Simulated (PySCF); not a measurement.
# C5H8O2Si: runs on many settings

Aim: see how C5H8O2Si (`CC#C[SiH2]OC(C)=O`) answers to the choice of functional, basis, grid and SCF options.

Programs: PySCF 2.14.0, with density-fitted response routines of our own. Each step states its level of theory. These are calculated values for one molecule in the gas phase, unless marked as measured. Atoms are numbered from 0 throughout.

## Step 1: The starting structure

16 atoms, charge 0, multiplicity 1; geometry from: GFN2-xTB.

Bonds of the start (Å): C0–C1 1.44, C1–C2 1.21, C2–Si3 1.84, Si3–O4 1.67, O4–C5 1.32, C5–C6 1.51, C5–O7 1.20, C0–H8 1.09, C0–H9 1.09, C0–H10 1.09, Si3–H11 1.46, Si3–H12 1.46, C6–H13 1.09, C6–H14 1.09, C6–H15 1.09.

## Step 2: Shielding tensors: PBE0/pcSseg-1

What the job is given:

```
{"job": {"kind": "nmr", "xc": "PBE0", "basis": "pcSseg-1"}, "charge": 0, "multiplicity": 1}
C      3.847073    -0.589652     0.563683
C      2.580848    -0.225754    -0.029439
C      1.519765     0.075125    -0.515385
Si    -0.067997     0.551578    -1.315390
O     -1.149689     0.085674    -0.127585
C     -2.459028     0.228587    -0.242194
C     -3.203229    -0.274495     0.966234
O     -2.976656     0.709685    -1.215195
H      4.511402    -0.994593    -0.199505
H      3.694692    -1.342592     1.336601
H      4.314079     0.287724     1.010690
H     -0.330754    -0.223321    -2.525342
H     -0.172527     1.995556    -1.506192
H     -4.271638    -0.139735     0.826929
H     -2.869029     0.270133     1.846704
H     -2.974911    -1.327833     1.113977
```

Level: GIAO PBE0/pcSseg-1 NMR shielding, non-relativistic, gas phase.

Command:

```
$ OMP_NUM_THREADS=1 python probes_run.py task.json out
```

One launch serves the whole session: the jobs run in the order shown.

Standard output:

```text
coarse grid: 14192 points
cycle   1  E = -634.4709288533  dE =  1.169e+00  |g| = 9.861e-01  |ddm| = 3.858e+00
cycle   2  E = -634.1820631475  dE =  2.889e-01  |g| = 1.598e+00  |ddm| = 1.957e+00
cycle   3  E = -634.6426759780  dE = -4.606e-01  |g| = 2.794e-01  |ddm| = 1.331e+00
cycle   4  E = -634.6570599064  dE = -1.438e-02  |g| = 8.104e-02  |ddm| = 2.439e-01
cycle   5  E = -634.6580233229  dE = -9.634e-04  |g| = 2.799e-02  |ddm| = 6.374e-02
cycle   6  E = -634.6581905306  dE = -1.672e-04  |g| = 4.658e-03  |ddm| = 2.572e-02
cycle   7  E = -634.6581922161  dE = -1.685e-06  |g| = 3.652e-03  |ddm| = 5.408e-03
cycle   8  E = -634.6581954413  dE = -3.225e-06  |g| = 5.597e-04  |ddm| = 2.645e-03
final grid: 133360 points
cycle   9  E = -634.7265584483  dE = -1.768e-05  |g| = 1.226e-02  |ddm| = 3.536e-02
cycle  10  E = -634.7265187336  dE =  3.971e-05  |g| = 1.928e-02  |ddm| = 2.070e-02
cycle  11  E = -634.7265854773  dE = -6.674e-05  |g| = 2.610e-03  |ddm| = 1.303e-02
cycle  12  E = -634.7265867409  dE = -1.264e-06  |g| = 4.580e-04  |ddm| = 1.919e-03
cycle  13  E = -634.7265867764  dE = -3.552e-08  |g| = 1.123e-04  |ddm| = 3.841e-04
cycle  14  E = -634.7265867790  dE = -2.577e-09  |g| = 2.784e-05  |ddm| = 1.059e-04
cycle  15  E = -634.7265867791  dE = -8.140e-11  |g| = 1.906e-05  |ddm| = 3.162e-05
converged SCF energy = -634.7265867791

GIAO shielding tensors (ppm)
atom      isotropic    diamagn.    paramagn.     s11        s22        s33       span
  0 C      180.952     252.169     -71.216    172.518    172.679    197.661     25.143
  1 C       72.718     275.726    -203.009    -24.501    -21.714    264.368    288.869
  2 C      104.633     259.185    -154.552     16.689     27.786    269.425    252.736
  3 Si     398.655     883.516    -484.861    376.627    383.891    435.447     58.820
  4 O      136.313     406.318    -270.005     -0.246    182.284    226.902    227.148
  5 C       10.601     246.753    -236.152    -91.289     47.327     75.764    167.053
  6 C      162.390     247.967     -85.576    139.683    153.770    193.718     54.035
  7 O     -134.555     401.381    -535.936   -397.086   -246.493    239.914    637.001
  8 H       29.615      25.965       3.651     24.677     27.829     36.340     11.663
  9 H       29.583      30.689      -1.106     24.573     28.025     36.151     11.577
 10 H       29.613      27.853       1.760     24.706     27.842     36.290     11.584
 11 H       26.595      30.966      -4.371     23.064     25.451     31.271      8.207
 12 H       26.607      31.072      -4.465     23.070     25.460     31.290      8.220
 13 H       29.876      25.931       3.945     25.787     28.180     35.662      9.874
 14 H       29.433      29.397       0.036     25.821     28.829     33.648      7.827
 15 H       29.438      29.300       0.138     25.818     28.852     33.644      7.827
```

It took 40 s on 1 thread of Arm Neoverse N1, shared host; peak memory 0.82 GiB.

Shifts follow as δ = σ(reference) − σ, with reference shieldings (ppm) from runs at the same level and on the same kind of geometry: ¹H TMS 31.72, ¹³C TMS 186.9, ²⁹Si TMS 349.2, ¹⁷O H2O 336.1. The references are single molecules in the gas phase, so shifts against H2O, NH3, PH3, H3PO4 or CFCl3 are not on the usual liquid scales and can be off by tens of ppm. Atoms listed in one row are averaged.

```
        atoms                                  environment  σ (ppm)  δ (ppm)  δ scaled to CDCl3
           C5                              carbonyl carbon     10.6    176.3              170.2
           C1                                alkyne carbon     72.7    114.2              109.6
           C2                                alkyne carbon    104.6     82.3               78.4
           C6                methyl carbon α to a carbonyl    162.4     24.5               22.0
           C0                    propargylic methyl carbon    181.0      6.0                3.9
     H11, H12         hydrogen on a silicon bonded to C, O    26.60     5.12                  –
H13, H14, H15  hydrogen on a methyl carbon α to a carbonyl    29.58     2.13               2.12
  H8, H9, H10      hydrogen on a propargylic methyl carbon    29.60     2.11               2.10
          Si3                  silicon bonded to C, O, 2 H    398.7    -49.5                  –
           O7                              carbonyl oxygen   -134.6    470.6                  –
           O4                       oxygen bonded to C, Si    136.3    199.8                  –
```

The scaled column applies a straight-line fit of computed shieldings to shifts measured in CDCl3 (root-mean-square error 0.16 ppm for H, 1.9 ppm for C).

Charges from the same density, by scheme (e):

```
atoms  Mulliken    IAO  Hirshfeld  ESP fit
   C0     -0.16  -0.44      -0.09    -0.55
   C1     -0.09   0.02      -0.02     0.32
   C2     -0.43  -0.40      -0.19    -0.59
  Si3      0.79   1.01       0.41     0.78
   O4     -0.57  -0.59      -0.19    -0.49
   C5      0.40   0.54       0.22     0.90
   C6     -0.24  -0.47      -0.12    -0.66
   O7     -0.41  -0.46      -0.26    -0.59
```

Mayer bond orders: C0–C1 1.17, C1–C2 2.52, C2–Si3 1.01, Si3–O4 0.86, O4–C5 1.08, C5–C6 1.00, C5–O7 1.96.

## Step 3: TDDFT and polarisability: PBE0/def2-SVPD

Same as in step 2 but for these lines:

```diff
@@ -1,2 +1,2 @@
-{"job": {"kind": "nmr", "xc": "PBE0", "basis": "pcSseg-1"}, "charge": 0, "multiplicity": 1}
+{"job": {"kind": "uv", "xc": "PBE0", "basis": "def2-SVPD", "nstates": 6, "ntriplets": 2}, "charge": 0, "multiplicity": 1}
 C      3.847073    -0.589652     0.563683
```

Method: TDDFT PBE0/def2-SVPD, vertical, gas phase, core orbitals frozen in the response.

Standard output:

```text
coarse grid: 14192 points
cycle   1  E = -634.1698705795  dE =  1.108e+00  |g| = 9.403e-01  |ddm| = 8.905e+00
cycle   2  E = -633.8770132565  dE =  2.929e-01  |g| = 1.559e+00  |ddm| = 4.360e+00
cycle   3  E = -634.3352763149  dE = -4.583e-01  |g| = 2.611e-01  |ddm| = 2.951e+00
cycle   4  E = -634.3483447382  dE = -1.307e-02  |g| = 7.971e-02  |ddm| = 4.382e-01
cycle   5  E = -634.3493620179  dE = -1.017e-03  |g| = 2.725e-02  |ddm| = 1.216e-01
cycle   6  E = -634.3495311131  dE = -1.691e-04  |g| = 4.150e-03  |ddm| = 5.019e-02
cycle   7  E = -634.3495326109  dE = -1.498e-06  |g| = 3.240e-03  |ddm| = 1.210e-02
cycle   8  E = -634.3495351641  dE = -2.553e-06  |g| = 5.978e-04  |ddm| = 6.277e-03
final grid: 133360 points
cycle   9  E = -634.4469574693  dE = -1.764e-05  |g| = 1.148e-02  |ddm| = 1.183e-01
cycle  10  E = -634.4469195085  dE =  3.796e-05  |g| = 1.827e-02  |ddm| = 3.830e-02
cycle  11  E = -634.4469828949  dE = -6.339e-05  |g| = 2.478e-03  |ddm| = 2.427e-02
cycle  12  E = -634.4469841004  dE = -1.205e-06  |g| = 4.403e-04  |ddm| = 3.575e-03
cycle  13  E = -634.4469841369  dE = -3.655e-08  |g| = 9.270e-05  |ddm| = 8.610e-04
cycle  14  E = -634.4469841385  dE = -1.612e-09  |g| = 3.774e-05  |ddm| = 2.100e-04
cycle  15  E = -634.4469841388  dE = -2.394e-10  |g| = 2.034e-05  |ddm| = 8.334e-05
converged SCF energy = -634.4469841388

Static polarisability (au): isotropic 91.816, principal 67.114 82.414 125.920

Singlet excitations
state   eV       nm        f      main configurations
  1   5.8196    213.0   0.00101   H->L+1 0.52, H-2->L+1 0.26, H-2->L+3 0.12
  2   5.8955    210.3   0.00011   H-1->L 0.84
  3   6.1845    200.5   0.01194   H->L 0.48, H-1->L+1 0.21, H-1->L+3 0.16
  4   6.3277    195.9   0.00031   H->L+3 0.36, H-2->L+1 0.24, H->L+1 0.23
  5   6.8699    180.5   0.07214   H-2->L 0.56, H->L 0.33
  6   7.2469    171.1   0.00298   H-1->L+2 0.93

Triplet excitations (Tamm-Dancoff, eV): 4.9353 5.2801
```

It took 65 s on 1 thread of Arm Neoverse N1, shared host; peak memory 0.93 GiB.

Frontier orbitals and where they lie:

```
orbital     eV                       atoms
 HOMO−3  -9.17  O4 36 %, O7 29 %, Si3 11 %
 HOMO−2  -8.27   O7 39 %, C2 18 %, C1 16 %
 HOMO−1  -7.92    C2 39 %, C1 36 %, C0 7 %
   HOMO  -7.87   O7 29 %, C2 24 %, C1 23 %
   LUMO  -0.27  Si3 28 %, C2 18 %, C1 17 %
 LUMO+1  -0.02  C5 24 %, O7 20 %, Si3 10 %
 LUMO+2   0.51  C0 21 %, Si3 18 %, C1 18 %
```

With each of the 6 states as a Gaussian band of 0.4 eV half-width at 1/e, the curve within the window shown has maxima at 180 nm (ε 3,000) L/(mol cm). Beyond the last state computed it falls off for lack of states. The curve at chosen wavelengths:

| nm | ε (L/mol/cm) |
| --- | --- |
| 164 | 235 |
| 167 | 569 |
| 170 | 1136 |
| 173 | 1874 |
| 176 | 2569 |
| 179 | 2963 |
| 182 | 2920 |
| 184 | 2679 |
| 187 | 2144 |
| 190 | 1594 |
| 193 | 1166 |
| 196 | 888 |
| 199 | 719 |
| 202 | 604 |
| 205 | 505 |
| 208 | 407 |
| 211 | 312 |
| 214 | 228 |
| 217 | 159 |
| 219 | 122 |
| 222 | 80 |
| 225 | 50 |
| 228 | 31 |
| 231 | 19 |
| 234 | 11 |
| 237 | 6 |

Ground-state properties from the same run:

```
           property  computed
  dipole moment (D)      3.55
polarisability (Å³)     13.61
 HOMO–LUMO gap (eV)      7.61
      −ε(HOMO) (eV)      7.87
```

## Step 4: TDDFT and polarisability: B97-D/def2-SVPD

Same as in step 3 but for these lines:

```diff
@@ -1,2 +1,2 @@
-{"job": {"kind": "uv", "xc": "PBE0", "basis": "def2-SVPD", "nstates": 6, "ntriplets": 2}, "charge": 0, "multiplicity": 1}
+{"job": {"kind": "uv", "xc": "B97-D", "basis": "def2-SVPD", "nstates": 3, "ntriplets": 5, "tda": false, "scf": {"conv": 1e-11}}, "charge": 0, "multiplicity": 1}
 C      3.847073    -0.589652     0.563683
```

Level: TDDFT B97-D/def2-SVPD, vertical, gas phase, core orbitals frozen in the response.

Standard output:

```text
final grid: 133360 points
cycle   1  E = -634.4554522459  dE =  9.908e-01  |g| = 1.125e+00  |ddm| = 1.071e+01
cycle   2  E = -633.4993346666  dE =  9.561e-01  |g| = 2.356e+00  |ddm| = 7.990e+00
cycle   3  E = -634.6511534248  dE = -1.152e+00  |g| = 5.520e-01  |ddm| = 6.657e+00
cycle   4  E = -634.7126092680  dE = -6.146e-02  |g| = 1.712e-01  |ddm| = 1.009e+00
cycle   5  E = -634.7165647408  dE = -3.955e-03  |g| = 8.767e-02  |ddm| = 3.864e-01
cycle   6  E = -634.7182786882  dE = -1.714e-03  |g| = 1.427e-02  |ddm| = 1.507e-01
cycle   7  E = -634.7182862681  dE = -7.580e-06  |g| = 1.382e-02  |ddm| = 5.407e-02
cycle   8  E = -634.7183358335  dE = -4.957e-05  |g| = 2.244e-03  |ddm| = 2.267e-02
cycle   9  E = -634.7183370667  dE = -1.233e-06  |g| = 6.674e-04  |ddm| = 5.873e-03
cycle  10  E = -634.7183371757  dE = -1.090e-07  |g| = 1.138e-04  |ddm| = 1.817e-03
cycle  11  E = -634.7183371784  dE = -2.781e-09  |g| = 6.173e-05  |ddm| = 5.187e-04
cycle  12  E = -634.7183371793  dE = -9.079e-10  |g| = 8.339e-06  |ddm| = 1.806e-04
cycle  13  E = -634.7183371793  dE =  1.819e-12  |g| = 8.361e-06  |ddm| = 3.597e-05
cycle  14  E = -634.7183371794  dE = -1.978e-11  |g| = 8.667e-07  |ddm| = 1.748e-05
cycle  15  E = -634.7183371794  dE = -2.274e-13  |g| = 1.428e-07  |ddm| = 1.781e-06
converged SCF energy = -634.7183371794

Static polarisability (au): isotropic 95.550, principal 68.911 85.712 132.026

Singlet excitations
state   eV       nm        f      main configurations
  1   5.4687    226.7   0.00128   H->L 0.97
  2   5.4775    226.4   0.05574   H->L+1 0.93
  3   5.6893    217.9   0.00157   H-1->L+1 0.71, H-1->L 0.26

Triplet excitations (Tamm-Dancoff, eV): 4.8712 5.1024 5.2937 5.3131 5.4993
```

Run time: 81 s. Hardware: 1 thread of Arm Neoverse N1, shared host; peak memory 0.74 GiB.

Key values: HOMO -6.36 eV, LUMO -1.01 eV; lowest singlet 5.47 eV.

[end of part 1 of 2]
